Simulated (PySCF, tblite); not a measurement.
# C₅H₁₀BNO₂: geometry, infrared bands and NMR shifts

Aim: predict the infrared bands and NMR shifts of C₅H₁₀BNO₂ (`CCC#[N+][BH2-]OCC=O`).

Computed with tblite 0.8.0 and PySCF 2.14.0, with density-fitted response routines of our own, on a single molecule in the gas phase. Atoms are numbered from 0 throughout.

### Step 1. Starting geometry

19 atoms, charge 0, multiplicity 1; geometry from: force field or distance geometry start.

Bonds of the start (Å): C0–C1 1.54, C1–C2 1.45, C2–N3 1.17, N3–B4 1.48, B4–O5 1.48, O5–C6 1.41, C6–C7 1.50, C7–O8 1.21, C0–H9 1.12, C0–H10 1.11, C0–H11 1.10, C1–H12 1.10, C1–H13 1.11, B4–H14 1.19, B4–H15 1.20, C6–H16 1.11, C6–H17 1.12, C7–H18 1.09.

### Step 2. Relaxing the molecule with GFN2-xTB

The job: settings as JSON, then the geometry in Å.

```
{"job": {"kind": "relax", "xc": "GFN2-xTB", "basis": "xTB"}, "charge": 0, "multiplicity": 1}
C      3.389900    -0.670300     1.015000
C      3.095500    -0.286600    -0.443100
C      1.677800    -0.047600    -0.627600
N      0.537800     0.158300    -0.794300
B     -0.913500     0.398800    -0.975000
O     -1.631100     0.157700     0.297600
C     -3.007100     0.391900     0.128300
C     -3.696300     0.154200     1.438300
O     -3.430700     0.830300     2.410300
H      2.825600    -1.593900     1.293600
H      3.072800     0.155000     1.694100
H      4.464800    -0.853900     1.148900
H      3.662000     0.627900    -0.687000
H      3.426200    -1.117700    -1.105000
H     -1.317900    -0.328800    -1.828500
H     -1.062800     1.532500    -1.323500
H     -3.208300     1.444600    -0.172700
H     -3.442100    -0.315000    -0.621500
H     -4.452500    -0.628000     1.521700
```

Started as:

```bash
> OMP_NUM_THREADS=1 python probes_run.py task.json out
```

One launch serves the whole session: the jobs run in the order shown.

**Question.** This job is followed by: GFN2-xTB harmonic vibrations, gas phase; GIAO PBE0/pcSseg-1 NMR shielding, non-relativistic, gas phase. What will the session give for the following? strongest single infrared mode (GFN2-xTB); zero-point energy (GFN2-xTB); 13C shifts against TMS (PBE0/pcSseg-1); 1H shifts against TMS (PBE0/pcSseg-1, means over atoms taken as alike); 15N shifts against NH3 (PBE0/pcSseg-1); 11B shifts against BF3·OEt2 (PBE0/pcSseg-1); 17O shifts against H2O (PBE0/pcSseg-1).

**Answer**, as computed:

| quantity | value |
| --- | --- |
| strongest single infrared mode (GFN2-xTB) | 1784 cm⁻¹, 276 km/mol |
| zero-point energy (GFN2-xTB) | 90.8 kcal/mol |
| 13C shifts against TMS (PBE0/pcSseg-1) | 214.6, 129.6, 87.9, 13.1, 13.1 ppm |
| 1H shifts against TMS (PBE0/pcSseg-1, means over atoms taken as alike) | 9.92, 4.75, 2.77, 2.72, 1.86 ppm |
| 15N shifts against NH3 (PBE0/pcSseg-1) | 236.0 ppm |
| 11B shifts against BF3·OEt2 (PBE0/pcSseg-1) | -13.1 ppm |
| 17O shifts against H2O (PBE0/pcSseg-1) | 650.4, 43.7 ppm |

Relaxing lowered the energy by 0.633 eV in 194 steps; the close pair that moved most is N3–B4, from 1.482 to 1.541 Å. The lowest mode is imaginary (47i cm⁻¹), so the xTB geometry is not a minimum. The strongest single mode, at 1784 cm⁻¹, moves mainly C7 and O8. Unscaled tight-binding wavenumbers are off by several per cent, some by more. Its intensities can rank the bands wrongly. The most deshielded carbon is C7 (aldehyde carbonyl carbon), at 214.6 ppm: the double bond to the heteroatom, with no lone-pair donor beside it, deshields it most. The most deshielded hydrogen is H18 (hydrogen on an aldehyde carbonyl carbon), at 9.92 ppm: deshielded by the polar, anisotropic C=O bond. At PBE0/pcSseg-1: Shielding is most anisotropic at O8 (span 1265 ppm, paramagnetic term -724 ppm).
